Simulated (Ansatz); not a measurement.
# CoCuC6N6: the cost of one run

Method: DFT PBE, scalar-relativistic, plane waves, PAW, in Ansatz 0.2.0.

1 further run of the same task is left out (it didn't finish). Runs told in other sessions of the task aren't counted.

## (1) The starting structure

It takes space group Fm-3m (No. 225, cubic). The conventional cell has a = 10.189 Å, b = 10.189 Å, c = 10.189 Å, α = 90.00°, β = 90.00°, γ = 90.00°. Around Co (site symmetry m-3m) lie 6 C at 1.92 Å. Cu (site symmetry m-3m) has 6 N at 2.01 Å in its first shell of neighbours. C (site symmetry 4mm) is surrounded by 1 N at 1.17 Å and 1 Co at 1.92 Å. N (site symmetry 4mm) is surrounded by 1 C at 1.17 Å and 1 Cu at 2.01 Å.

Coordinates:

```xyz
14
Lattice="0.0000 5.0945 5.0945 5.0945 0.0000 5.0945 5.0945 5.0945 0.0000" Properties=species:S:1:pos:R:3 pbc="T T T"
Co    0.0000    0.0000    0.0000
Cu    5.0945    5.0945    5.0945
C     1.9170    5.0945    5.0945
C     5.0945    1.9170    5.0945
C     5.0945    5.0945    1.9170
C     8.2720    5.0945    5.0945
C     5.0945    8.2720    5.0945
C     5.0945    5.0945    8.2720
N     3.0870    5.0945    5.0945
N     5.0945    3.0870    5.0945
N     5.0945    5.0945    3.0870
N     7.1020    5.0945    5.0945
N     5.0945    7.1020    5.0945
N     5.0945    5.0945    7.1020
```

A structure generator made this guess: cyanide-bridged rock-salt net of two metals, 0 guest cations a cell (Fm-3m, No. 225). The dimensions are guesses.

## (2) A first look at the guess

File input.yaml:

```yaml
crystal:
  lattice:
    - [0.0, 5.0945, 5.0945]
    - [5.0945, 0.0, 5.0945]
    - [5.0945, 5.0945, 0.0]
  atoms:
    - { symbol: Co, position: [0.0, 0.0, 0.0], spin: 3.0 }
    - { symbol: Cu, position: [0.5, 0.5, 0.5], spin: 1.0 }
    - { symbol: C, position: [0.81185592, 0.18814408, 0.18814408] }
    - { symbol: C, position: [0.18814408, 0.81185592, 0.18814408] }
    - { symbol: C, position: [0.18814408, 0.18814408, 0.81185592] }
    - { symbol: C, position: [0.18814408, 0.81185592, 0.81185592] }
    - { symbol: C, position: [0.81185592, 0.18814408, 0.81185592] }
    - { symbol: C, position: [0.81185592, 0.81185592, 0.18814408] }
    - { symbol: "N", position: [0.6970262, 0.3029738, 0.3029738] }
    - { symbol: "N", position: [0.3029738, 0.6970262, 0.3029738] }
    - { symbol: "N", position: [0.3029738, 0.3029738, 0.6970262] }
    - { symbol: "N", position: [0.3029738, 0.6970262, 0.6970262] }
    - { symbol: "N", position: [0.6970262, 0.3029738, 0.6970262] }
    - { symbol: "N", position: [0.6970262, 0.6970262, 0.3029738] }
basis:
  ecutwfc: 420
kpoints:
  mp_grid: { grid: [4, 4, 4] }
hamiltonian:
  xc: pbe
scf:
  occupations: { method: gaussian, width: 0.1 }
  lower_state_search: "off"
output:
  forces: true
  stress: true
  eigenvalues: true
  populations: true
magnetization:
  spin_polarized: true
```

Command:

```sh
$ ansatz run input.yaml --threads 1 --pin off --max-ram 2560MiB --backend cpu --events-out ev --progress --plain --runs-dir out
```

What time and memory should one allow on 1 thread of Intel Xeon Platinum 8488C (Sapphire Rapids), shared host?

About 29 s, with a peak of 0.74 GiB.
